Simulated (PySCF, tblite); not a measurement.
# C₆H₁₆B₂O₂: geometry, infrared bands and NMR shifts

Wanted: the infrared bands and NMR shifts of C₆H₁₆B₂O₂ (`COC(C)(BB(C)C)OC`), by calculation.

Programs: tblite 0.8.0 and PySCF 2.14.0, with density-fitted response routines of our own. Each step states its level of theory. These are calculated values for one molecule in the gas phase, unless marked as measured. Atoms count from 0, in the outputs and in this text.

**1. Starting geometry**

26 atoms, charge 0, multiplicity 1; geometry from: force field or distance geometry start.

Bonds of the start (Å): C0–O1 1.38, O1–C2 1.42, C2–C3 1.49, C2–B4 1.56, B4–B5 1.67, B5–C6 1.61, B5–C7 1.60, C2–O8 1.38, O8–C9 1.38, C0–H10 1.12, C0–H11 1.13, C0–H12 1.11, C3–H13 1.10, C3–H14 1.13, C3–H15 1.11, B4–H16 1.18, C6–H17 1.10, C6–H18 1.12, C6–H19 1.08, C7–H20 1.12, C7–H21 1.09, C7–H22 1.11, C9–H23 1.10, C9–H24 1.11, C9–H25 1.12.

**2. Geometry optimisation with GFN2-xTB**

Job settings and geometry (Å):

```
{"job": {"kind": "relax", "xc": "GFN2-xTB", "basis": "xTB"}, "charge": 0, "multiplicity": 1}
C     -2.191400     1.789400    -0.458400
O     -0.908500     1.320800    -0.274800
C     -0.896700    -0.035700     0.132300
C     -1.604000    -0.086400     1.437300
B      0.578600    -0.508600     0.321900
B      1.883600     0.387600    -0.218900
C      2.686200    -0.257600    -1.454100
C      2.839700     1.019300     0.899100
O     -1.517800    -0.725600    -0.889100
C     -1.637300    -2.086600    -0.701700
H     -2.095200     2.863900    -0.768600
H     -2.721500     1.273700    -1.316300
H     -2.836400     1.778500     0.443900
H     -2.684700    -0.293400     1.370900
H     -1.516500     0.914300     1.956700
H     -1.125200    -0.827600     2.111000
H      0.839800    -1.293400     1.165000
H      2.897200    -1.303000    -1.172200
H      3.668100     0.268100    -1.517900
H      2.173500    -0.107000    -2.390900
H      3.635700     0.247900     1.059800
H      2.325000     1.269100     1.827700
H      3.349700     1.871400     0.406300
H     -0.693900    -2.634800    -0.588000
H     -2.206000    -2.483200    -1.563900
H     -2.263200    -2.338400     0.196000
```

Run with:

```
$ OMP_NUM_THREADS=1 python probes_run.py task.json out
```

The driver reads the jobs from task.json and runs them one after another.

**Question.** This job is followed by: GFN2-xTB harmonic vibrations, gas phase; GIAO PBE0/pcSseg-1 NMR shielding, non-relativistic, gas phase. Predict these results of the whole session: strongest single infrared mode (GFN2-xTB); zero-point energy (GFN2-xTB); ¹³C shifts against TMS (PBE0/pcSseg-1, means over atoms taken as alike); ¹H shifts against TMS (PBE0/pcSseg-1, means over atoms taken as alike); ¹⁷O shifts against H2O (PBE0/pcSseg-1, means over atoms taken as alike); ¹¹B shifts against BF3·OEt2 (PBE0/pcSseg-1).

The runs gave:

| quantity | value |
| --- | --- |
| strongest single infrared mode (GFN2-xTB) | 1086 cm⁻¹, 110 km/mol |
| zero-point energy (GFN2-xTB) | 134.7 kcal/mol |
| ¹³C shifts against TMS (PBE0/pcSseg-1, means over atoms taken as alike) | 113.3, 52.3, 17.5, 14.6 ppm |
| ¹H shifts against TMS (PBE0/pcSseg-1, means over atoms taken as alike) | 9.52, 3.51, 1.23, 1.02 ppm |
| ¹⁷O shifts against H2O (PBE0/pcSseg-1, means over atoms taken as alike) | 67.5 ppm |
| ¹¹B shifts against BF3·OEt2 (PBE0/pcSseg-1) | 104.8, 99.0 ppm |

In words: Over 222 steps the energy fell by 1.314 eV; of the close pairs, C2–C3 changed most, 1.485 to 1.543 Å. The lowest mode is slightly imaginary (5i cm⁻¹), a soft motion within the noise of the Hessian, so the minimum is not strictly shown. GFN2-xTB is a fitted tight-binding method: band positions and strengths are rough. Its intensities can rank the bands wrongly. At PBE0/pcSseg-1: The widest tensor belongs to B4: span 241 ppm, with a paramagnetic part of -200 ppm.
